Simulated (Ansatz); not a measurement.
**SVWN5/def2-SVP (core potential) run of SnHBrOF2 (SMILES [OH][Sn]([F])([F])[Br])**

What is the energy change on altering one bond length of SnHBrOF2 at SVWN5/def2-SVP (core potential)? 

The results are computed with Ansatz 0.2.0.

84 further runs of the same task are left out: 2 that didn't finish, 82 set aside as unsound or not needed. Runs told in other sessions of the task aren't counted.

## 1. Starting point

The species is SnHBrOF2 (6 atoms), meant as a singlet with charge 0. SMILES: `[OH][Sn]([F])([F])[Br]`. The coordinates come from a PBE0-D4/def2-TZVP relaxation. This is one conformer, not always the lowest.

Bond lengths: O1–Sn2 1.925 Å, Sn2–F3 1.886 Å, Sn2–F4 1.895 Å, Sn2–Br5 2.424 Å, O1–H6 0.962 Å. Angles: O1–Sn2–F3 105.7°, O1–Sn2–F4 109.6°, O1–Sn2–Br5 115.8°, F3–Sn2–F4 105.9°, F3–Sn2–Br5 110.7°, F4–Sn2–Br5 108.6°, Sn2–O1–H6 113.6°.

## 2. The energy at SVWN5/def2-SVP (core potential)

Contents of job.yaml:

```yaml
crystal:
  periodic: [false, false, false]
  atoms:
    - {symbol: O, position_ang: [-0.508100, 0.063600, 1.499700]}
    - {symbol: Sn, position_ang: [-0.078900, -0.013200, -0.374900]}
    - {symbol: F, position_ang: [-1.653500, 0.495100, -1.280000]}
    - {symbol: F, position_ang: [0.253500, -1.809000, -0.879000]}
    - {symbol: Br, position_ang: [1.795600, 1.350200, -1.085700]}
    - {symbol: H, position_ang: [0.233500, -0.150700, 2.073700]}
basis:
  gaussian:
    orbitals: def2-SVP
total_charge: 0
magnetization:
  spin_polarized: false
  initial_magnetization: 0
hamiltonian:
  xc: {name: SVWN5}
accuracy: high
output: {orbitals: {seedname: orbitals}}
```

Started as:

```
$ ansatz run job.yaml --threads 1 --pin off --max-ram 2610MiB --events-out events.jsonl --progress --plain --runs-dir runs
```

Output:

```text
Warning: RAYON_NUM_THREADS=1 ignored (pool sized by the plan → 1); use --threads N
Functional definition: SVWN5
  name "SVWN5"
  exchange = slater_x
  correlation = vwn5_c
2159 factors; integrals over basis functions are off by at most 1.1e-8 eV
mean field evaluation 1: about -83199.3632 eV, gradient 7.3e1 eV
mean field evaluation 2: about -83117.8417 eV, gradient 2.0e2 eV
mean field evaluation 4: about -83207.4558 eV, gradient 2.7e1 eV
mean field evaluation 8: about -83208.6567 eV, gradient 8.4e-1 eV
mean field evaluation 16: about -83208.6564 eV, gradient 1.5e-4 eV
mean field -83208.65635537 eV, -3057.8617202068 hartree, gradient 4.8e-8 eV, S^2 0.000000; 0 other end points of the search recorded, 0 dependent functions left out
reference -83208.65635909 eV, -3057.8617203436 hartree; 42, 42 occupied and 63, 63 virtual orbitals, 2159 factors
Total energy: -83208.65635909 eV, -3057.8617203436 hartree
```

Wall time 7.2 s (1 thread of Arm Neoverse V2, shared host); peak memory 0.27 GiB.

## 3. The distorted shape

Contents of input.yaml:

```yaml
crystal:
  periodic: [false, false, false]
  atoms:
    - {symbol: O, position_ang: [-1.101356, 0.235033, 1.040519]}
    - {symbol: Sn, position_ang: [-0.672156, 0.158233, -0.834081]}
    - {symbol: F, position_ang: [-2.246756, 0.666533, -1.739181]}
    - {symbol: F, position_ang: [-0.339756, -1.637567, -1.338181]}
    - {symbol: Br, position_ang: [1.202344, 1.521633, -1.544881]}
    - {symbol: H, position_ang: [0.233500, -0.150700, 2.073700]}
basis:
  gaussian: {orbitals: def2-SVP}
hamiltonian: {xc: {name: SVWN5}}
accuracy: high
output: {orbitals: {seedname: orbitals}}
```

Started as:

```
$ ansatz run input.yaml --threads 1 --pin off --max-ram 2610MiB --events-out events.jsonl --progress --plain --runs-dir runs
```

Output:

```text
Warning: RAYON_NUM_THREADS=1 ignored (pool sized by the plan → 1); use --threads N
[... 4 set-up lines as earlier in the session ...]
2158 factors; integrals over basis functions are off by at most 1.1e-8 eV
mean field evaluation 1: about -83193.0461 eV, gradient 7.8e1 eV
mean field evaluation 2: about -83057.0557 eV, gradient 2.0e2 eV
mean field evaluation 4: about -83203.2278 eV, gradient 2.4e1 eV
mean field evaluation 8: about -83204.9973 eV, gradient 4.4e0 eV
mean field evaluation 16: about -83205.0436 eV, gradient 1.0e-3 eV
mean field -83205.04357174 eV, -3057.7289528572 hartree, gradient 5.3e-8 eV, S^2 0.000000; 0 other end points of the search recorded, 0 dependent functions left out
reference -83205.04357558 eV, -3057.7289529985 hartree; 42, 42 occupied and 63, 63 virtual orbitals, 2158 factors
Total energy: -83205.04357558 eV, -3057.7289529985 hartree
```

It took 7.2 s on 1 thread of Arm Neoverse V2, shared host; peak memory 0.27 GiB.

## 4. Results

Level: SVWN5/def2-SVP (core potential).

| quantity | value |
| --- | --- |
| first shape: total energy | -3057.86172 Eh |
| first shape: HOMO energy | -8.02 eV |
| first shape: LUMO energy | -3.97 eV |
| first shape: HOMO–LUMO gap | 4.04 eV |
| distorted shape: total energy | -3057.72895 Eh |
| distorted shape: HOMO energy | -7.66 eV |
| distorted shape: LUMO energy | -5.68 eV |
| distorted shape: HOMO–LUMO gap | 1.98 eV |
| energy change with the O1–H6 bond stretched from 0.962 to 1.732 Å | 3.613 eV |

**Reading.** One bond (distorted shape) is far stretched, which a spin-restricted single reference describes badly; a broken-symmetry solution may lie lower. With the O1–H6 bond stretched from 0.962 to 1.732 Å the energy rises by 3.61 eV (349 kJ/mol). The first shape isn't relaxed at this level, so the change isn't measured from a minimum. A restricted reference can't describe the breaking bond well at this length.
